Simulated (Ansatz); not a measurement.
# Cl₂H₂SSn: ionisation energy by level of theory

The task here is to estimate one member of a computed series from the others.

Method: unrestricted cation, the program's frozen cores in correlated methods; program: Ansatz 0.2.0, Gaussian basis.

The runs, in order: UKS PBE-D4/def2-TZVPP; UKS r2SCAN-D4/def2-TZVPP; UKS PBE0-D4/def2-TZVPP; UKS B3LYP-D4/def2-TZVPP; UKS wB97X-V/def2-TZVPP; UKS wB97M-V/def2-TZVPP; UKS B2PLYP/def2-TZVPP; UHF-CCSD(T)/def2-TZVPP; UHF-MP2/def2-QZVPP; extrapolation to the limit; then −ε(HOMO) from the neutral's earlier runs with LDA (SPW92), PBE-D4, revPBE-D4, BLYP-D4, r2SCAN-D4, B97M-V, PBE0-D4, B3LYP-D4, r2SCANh-D4, r2SCAN0-D4, HSE06-D4, BHLYP-D4, CAM-B3LYP-D4, LC-ωPBE, ωB97X-V, ωB97M-V.

## Structure used throughout

All runs share one geometry, relaxed beforehand with PBE0-D4 in a triple-zeta def2 set. Sn takes the def2 core potential; no spin-orbit term is included.

SMILES `[SH][SnH]([Cl])[Cl]`, 6 atoms, charge 0, spin multiplicity 1.

Atoms are counted from 1 here; the program's logs count them from 0.

Bond lengths: S1–Sn2 2.375 Å, S1–H5 1.345 Å, Sn2–Cl3 2.316 Å, Sn2–Cl4 2.309 Å, Sn2–H6 1.697 Å. Angles: Sn2–S1–H5 92.1°, S1–Sn2–Cl3 108.8°, S1–Sn2–Cl4 105.5°, S1–Sn2–H6 117.2°, Cl3–Sn2–Cl4 108.3°, Cl3–Sn2–H6 107.7°, Cl4–Sn2–H6 109.2°.

The first run:

Contents of in.yaml:

```yaml
crystal:
  periodic: [false, false, false]
  atoms:
    - {symbol: S, position_ang: [-0.285886, 0.525413, -1.853891]}
    - {symbol: Sn, position_ang: [0.246652, -0.314047, 0.303414]}
    - {symbol: Cl, position_ang: [-1.280104, 0.527948, 1.828044]}
    - {symbol: Cl, position_ang: [-0.050546, -2.599509, 0.168767]}
    - {symbol: H, position_ang: [-0.390337, 1.784643, -1.391624]}
    - {symbol: H, position_ang: [1.802422, 0.011453, 0.899089]}
basis:
  gaussian: {orbitals: def2-TZVPP}
total_charge: 1
magnetization: {spin_polarized: true, initial_magnetization: 1}
hamiltonian: {xc: pbe, dispersion: d4}
```

On the command line:

```sh
$ ansatz run in.yaml --threads 2 --pin off --events-out ev --progress --plain --max-ram 32768MiB --backend cpu
```

Among the steps run: Cation, UKS PBE-D4/def2-TZVPP; Cation, UKS r2SCAN-D4/def2-TZVPP; Cation, UKS PBE0-D4/def2-TZVPP; Cation, UKS B3LYP-D4/def2-TZVPP; Cation, UKS wB97X-V/def2-TZVPP; Cation, UKS wB97M-V/def2-TZVPP; Cation, UKS B2PLYP (frozen core)/def2-TZVPP; Cation, UHF-CCSD(T)/def2-TZVPP; Cation, UHF-MP2/def2-QZVPP.

One table of the session follows, with a row left open; its other results are not shown here.

It belongs to the step «Ionisation energies side by side». Orbital estimates, from the neutral's runs:

| functional | −ε(HOMO) (eV) |
| --- | --- |
| LDA (SPW92) | ? |
| PBE-D4 | 6.85 |
| revPBE-D4 | 6.80 |
| BLYP-D4 | 6.68 |
| r2SCAN-D4 | 7.16 |
| B97M-V | 7.24 |
| PBE0-D4 | 8.12 |
| B3LYP-D4 | 7.85 |
| r2SCANh-D4 | 7.63 |
| r2SCAN0-D4 | 8.32 |
| HSE06-D4 | 7.72 |
| BHLYP-D4 | 9.22 |
| CAM-B3LYP-D4 | 9.44 |
| LC-ωPBE | 10.88 |
| ωB97X-V | 10.50 |
| ωB97M-V | 10.31 |

Q: Estimate the row for LDA (SPW92) from the others.

The run gave: −ε(HOMO) (eV): 6.97. In the column «−ε(HOMO) (eV)» it lies between PBE-D4 (6.85) and r2SCAN-D4 (7.16).
